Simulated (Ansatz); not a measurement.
The system is NaLaMnMoO6.

```
Na La Mn Mo O
1.0
     4.72242   -2.73688    0.00000
     4.72242    2.73688    0.00000
    -3.17602    0.00000    4.47137
Na La Mn Mo O
1 1 1 1 6
Direct
  0.25021 0.25021 0.74459
  0.75117 0.75117 0.25707
  0.49918 0.49918 0.49917
  0.00110 0.00110 0.00114
  0.28503 0.78106 0.28520
  0.78106 0.28503 0.28520
  0.25187 0.25187 0.18775
  0.74777 0.74777 0.81124
  0.21883 0.71407 0.71525
  0.71407 0.21883 0.71525
```

The cell was built by a generator and needn't be a form met in nature.

```yaml
Program: Ansatz 0.2.0
Task: relaxation of cell and atoms
Functional: PBE
Dispersion: D3(BJ)
Potentials_or_basis: Ansatz PAW
Cutoff: "420 eV (not typed: the program's choice for these potentials)"
k_mesh: 5 × 5 × 5
Occupations: fermi-dirac, width 0.05 eV
Spin: collinear spin, ferromagnetic start
Starting_moments: "[0.0, 0.0, 4.0, 1.0, 0.0, 0.0, 0.0, 0.0, 0.0, 0.0] μB"
```

At the start: volume 11.56 Å³/atom.

Q: How do energy, volume and symmetry change on relaxing?

A: It ends after 12 steps and the volume is 11.44 Å³/atom (-1.0 %); space group Cm (No. 8, to 0.05 Å); moment 2.48 μB per cell.

Step by step:
```csv
step,energy change (eV),largest force (eV/Å),volume (Å³)
1,0.0000,0.2345,115.58
2,-0.0225,0.1102,114.09
3,-0.0249,0.0630,114.01
4,-0.0253,0.0366,114.39
5,-0.0253,0.0372,114.39
6,-0.0254,0.0537,114.38
7,-0.0255,0.0192,114.41
8,-0.0253,0.0051,114.47
9,-0.0211,0.0051,114.47
10,-0.0215,0.0070,114.37
11,-0.0214,0.0026,114.41
12,-0.0212,0.0026,114.41
```

Final structure:
```
Na La Mn Mo O
1.0
     4.70357   -2.72901   -0.00789
     4.70357    2.72901   -0.00789
    -3.17082    0.00000    4.46196
Na La Mn Mo O
1 1 1 1 6
Cartesian
  -0.0020 0.0000 3.3111
  6.2501 0.0000 1.1393
  3.1126 0.0000 2.2206
  0.0073 0.0000 0.0062
  4.1402 1.3624 1.2783
  4.1402 -1.3624 1.2783
  1.7955 0.0000 0.7905
  4.4461 0.0000 3.6393
  2.0851 1.3535 3.1762
  2.0851 -1.3535 3.1762
```

Caveat: the plane-wave basis is chosen anew once the cell has moved, so the energies of steps on either side of that aren't comparable; the pressure holds a Pulay correction of +0.6 GPa for the finite cutoff; a cell with one magnetic atom can't hold antiferromagnetic order, which such compounds often take; pairwise dispersion overbinds metals, which lowers pressure and volume; the starting moments weren't kept.
